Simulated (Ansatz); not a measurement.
**SeO₂: basis-set convergence**

Aim: see how fast density functionals converge with the basis set for SeO₂.

The runs use Ansatz 0.2.0, Gaussian basis; one geometry, several basis sets.

Plan: PBE0-D4/def2-SVP; ωB97M-V/def2-SVP; PBE0-D4/def2-QZVPP; ωB97M-V/def2-QZVPP; the functionals' def2-TZVPP values are taken from earlier runs.

## (1) Structure used throughout

An earlier PBE0-D4 in a triple-zeta def2 set relaxation fixed the geometry.

SMILES `O=[Se]=O`, 3 atoms, charge 0, spin multiplicity 1.

Atoms are counted from 1 here; the program's logs count them from 0.

Bond lengths: O1–Se2 1.599 Å, Se2–O3 1.599 Å. Angles: O1–Se2–O3 113.8°.

As a file:

```csv
atom,x (Å),y (Å),z (Å)
O1,0.4500,-1.2914,0.0948
Se2,-0.5159,-0.0677,-0.2613
O3,0.0659,1.3591,0.1664
```

## (2) PBE0-D4 in def2-SVP

Contents of in.yaml:

```yaml
crystal:
  periodic: [false, false, false]
  atoms:
    - {symbol: O, position_ang: [0.449996, -1.291390, 0.094832]}
    - {symbol: Se, position_ang: [-0.515864, -0.067702, -0.261267]}
    - {symbol: O, position_ang: [0.065868, 1.359102, 0.166435]}
basis:
  gaussian: {orbitals: def2-SVP}
hamiltonian: {xc: pbe0, dispersion: d4}
output: {orbitals: {seedname: orbitals}}
```

Started as:

```sh
> ansatz run in.yaml --threads 4 --pin off --events-out ev --progress --plain --max-ram 10444MiB
```

The runs that follow: ωB97M-V in def2-SVP; PBE0-D4 in def2-QZVPP; ωB97M-V in def2-QZVPP.

Before running them: what should the planned runs give, taken together? Wanted: PBE0-D4: double and triple zeta above quadruple; ωB97M-V: double and triple zeta above quadruple.

**Answer**, as computed:

```
                                       quantity           value
PBE0-D4: double and triple zeta above quadruple  15.20, 1.67 eV
ωB97M-V: double and triple zeta above quadruple  15.28, 1.63 eV
```

In words: PBE0-D4 gains 13.53 eV from double to triple zeta, then 1.67 eV more. These are total energies; as a rule much of such shifts cancels in differences, which this series doesn't test.
